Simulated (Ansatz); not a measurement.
# C₃H₄Se: how energies converge with the basis set

The task here is to estimate one member of a computed series from the others.

Computed with Ansatz 0.2.0, Gaussian basis. Level: one geometry, several basis sets.

Plan: PBE0-D4/def2-SVP; ωB97M-V/def2-SVP; PBE0-D4/def2-QZVPP; ωB97M-V/def2-QZVPP; the functionals' def2-TZVPP values are taken from earlier runs.

## Structure used throughout

The geometry comes from an earlier relaxation with PBE0-D4 in a triple-zeta def2 set; it is a stationary point, not always the lowest conformer.

SMILES `C=C1C[Se]1`, 8 atoms, charge 0, spin multiplicity 1.

Atoms are counted from 1 here; the program's logs count them from 0.

Bond lengths: C1–C2 1.316 Å, C1–H5 1.082 Å, C1–H6 1.085 Å, C2–C3 1.443 Å, C2–Se4 1.887 Å, C3–Se4 1.989 Å, C3–H7 1.085 Å, C3–H8 1.085 Å. Angles: C2–C1–H5 121.8°, C2–C1–H6 119.9°, H5–C1–H6 118.2°, C1–C2–C3 145.3°, C1–C2–Se4 142.7°, C3–C2–Se4 72.0°, C2–C3–Se4 64.4°, C2–C3–H7 119.0°, C2–C3–H8 119.0°, Se4–C3–H7 114.1°, Se4–C3–H8 114.1°, H7–C3–H8 115.7°, C2–Se4–C3 43.6°.

As a file:

```mol
C3H4Se
  3D, bonds by distance, orders not assigned

  8  8  0  0  0  0  0  0  0  0999 V2000
   -0.4634    1.3158   -0.2095 C   0  0
   -0.1233    0.0463   -0.2706 C   0  0
    0.5090   -1.0475    0.4261 C   0  0
   -0.1886   -1.4735   -1.3876 Se  0  0
   -0.9756    1.8093   -1.0249 H   0  0
   -0.2305    1.8968    0.6766 H   0  0
    1.5915   -1.0678    0.5007 H   0  0
   -0.0269   -1.5366    1.2333 H   0  0
  1  2  8  0
  2  3  8  0
  3  4  8  0
  1  5  8  0
  1  6  8  0
  3  7  8  0
  3  8  8  0
  2  4  8  0
M  END
```

The first run:

Input file in.yaml:

```yaml
crystal:
  periodic: [false, false, false]
  atoms:
    - {symbol: C, position_ang: [-0.463440, 1.315786, -0.209535]}
    - {symbol: C, position_ang: [-0.123268, 0.046334, -0.270572]}
    - {symbol: C, position_ang: [0.508957, -1.047545, 0.426119]}
    - {symbol: Se, position_ang: [-0.188649, -1.473489, -1.387555]}
    - {symbol: H, position_ang: [-0.975611, 1.809344, -1.024875]}
    - {symbol: H, position_ang: [-0.230548, 1.896829, 0.676648]}
    - {symbol: H, position_ang: [1.591498, -1.067813, 0.500712]}
    - {symbol: H, position_ang: [-0.026937, -1.536647, 1.233258]}
basis:
  gaussian: {orbitals: def2-SVP}
hamiltonian: {xc: pbe0, dispersion: d4}
output: {orbitals: {seedname: orbitals}}
```

On the command line:

```console
$ ansatz run in.yaml --threads 2 --pin off --events-out ev --progress --plain --max-ram 4352MiB
```

Steps of the session up to this table: PBE0-D4 in def2-SVP; ωB97M-V in def2-SVP; PBE0-D4 in def2-QZVPP; ωB97M-V in def2-QZVPP.

One of the session's tables, all rows but one given; the rest of the session is left out.

It belongs to the step «Functionals by basis». 

| functional | basis | HOMO (eV) |
| --- | --- | --- |
| PBE0-D4 | def2-SVP | -6.20 |
| PBE0-D4 | def2-TZVPP | -6.31 |
| PBE0-D4 | def2-QZVPP | ? |
| ωB97M-V | def2-SVP | -8.28 |
| ωB97M-V | def2-TZVPP | -8.41 |
| ωB97M-V | def2-QZVPP | -8.42 |

**Question.** Estimate the row for PBE0-D4, def2-QZVPP.

The run gave: HOMO (eV): -6.33. In the column «HOMO (eV)» it lies between ωB97M-V, def2-SVP (-8.28) and PBE0-D4, def2-TZVPP (-6.31).
